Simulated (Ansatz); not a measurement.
# CHGeSi+ (singlet): wave-function methods side by side, cc-pVDZ

Aim: climb from Hartree-Fock through coupled cluster and multireference methods for CHGeSi+ (singlet) at one geometry and basis, and see what each rung misses.

Program: Ansatz 0.2.0, Gaussian basis. Level of theory: cc-pVDZ, core rule «outside noble gas», up to 20 orbitals frozen. These are calculated values, not measurements.

To be run: UHF; CCSD(T) on RHF; CCSD(T) on UHF; BCCD(T) on RHF; CISD; CCSDT(Q) on RHF; CCSDT(Q) on UHF; CASSCF and MRCISD+Q, 8 electrons in 8 orbitals; CASSCF and NEVPT2, 8 electrons in 8 orbitals.

19 further runs of the same task are left out: 6 that didn't finish, 13 set aside as unsound or not needed.

### Step 1. The system

The geometry is a PBE0/def2-TZVP stationary point (not a proven minimum) of the parent state, kept for this charge and spin. No spin-orbit coupling is included. The filled d shell of Ge may be among the frozen orbitals whatever the setting's name suggests; the logs give the count.

4 atoms, charge 1, spin multiplicity 1.

Atoms are counted from 1 here; the program's logs count them from 0.

Bond lengths: C1–Ge2 1.911 Å, C1–Si3 1.736 Å, C1–H4 1.085 Å, Ge2–Si3 2.504 Å. Angles: Ge2–C1–Si3 86.6°, Ge2–C1–H4 126.4°, Si3–C1–H4 147.0°, C1–Ge2–Si3 43.8°, C1–Si3–Ge2 49.6°.

### Step 2. UHF

File in.yaml:

```yaml
crystal:
  periodic: [false, false, false]
  atoms:
    - {symbol: C, position_ang: [0.000000, -1.092218, -0.723226]}
    - {symbol: Ge, position_ang: [0.000000, 0.078716, 0.787626]}
    - {symbol: Si, position_ang: [0.000000, 0.341606, -1.702775]}
    - {symbol: H, position_ang: [0.000000, -2.176529, -0.697892]}
basis:
  gaussian: {orbitals: cc-pVDZ}
total_charge: 1
magnetization: {spin_polarized: true, initial_magnetization: 0}
hamiltonian: {xc: hf}
output: {orbitals: {seedname: orbitals}}
```

Command:

```sh
$ ansatz run in.yaml --threads 1 --pin off --events-out ev --progress --plain --max-ram 2393MiB
```

After this run come: CCSD(T) on RHF; CCSD(T) on UHF; BCCD(T) on RHF; CISD; CCSDT(Q) on RHF; CCSDT(Q) on UHF; CASSCF and MRCISD+Q, 8 electrons in 8 orbitals; CASSCF and NEVPT2, 8 electrons in 8 orbitals.

**Question.** What will the summary of the whole plan be? Wanted: RCCSDT(Q) below the RHF energy; RMP2 from RCCSDT(Q); UMP2 from RCCSDT(Q); RCCSD from RCCSDT(Q); RCCSD(T) from RCCSDT(Q); UCCSD(T) from RCCSDT(Q); UCCSDT(Q) from RCCSDT(Q); MRCISD+Q frontier from RCCSDT(Q); T1 diagnostic.

**Answer**, as computed:

```
                         quantity              value
   RCCSDT(Q) below the RHF energy         -8.5657 eV
              RMP2 from RCCSDT(Q)        +1324.4 meV
              UMP2 from RCCSDT(Q)        +1503.3 meV
             RCCSD from RCCSDT(Q)         +483.0 meV
          RCCSD(T) from RCCSDT(Q)          +71.2 meV
          UCCSD(T) from RCCSDT(Q)          +84.3 meV
         UCCSDT(Q) from RCCSDT(Q)           -0.4 meV
 MRCISD+Q frontier from RCCSDT(Q)          +84.1 meV
levels within 1 kcal/mol (43 meV)  RCCSDT, UCCSDT(Q)
                    T1 diagnostic              0.023
```

**Reading.** RCCSD(T) lands +71.2 meV from the yardstick (0.8 % of the correlation energy). These misses are within one basis, not against nature.
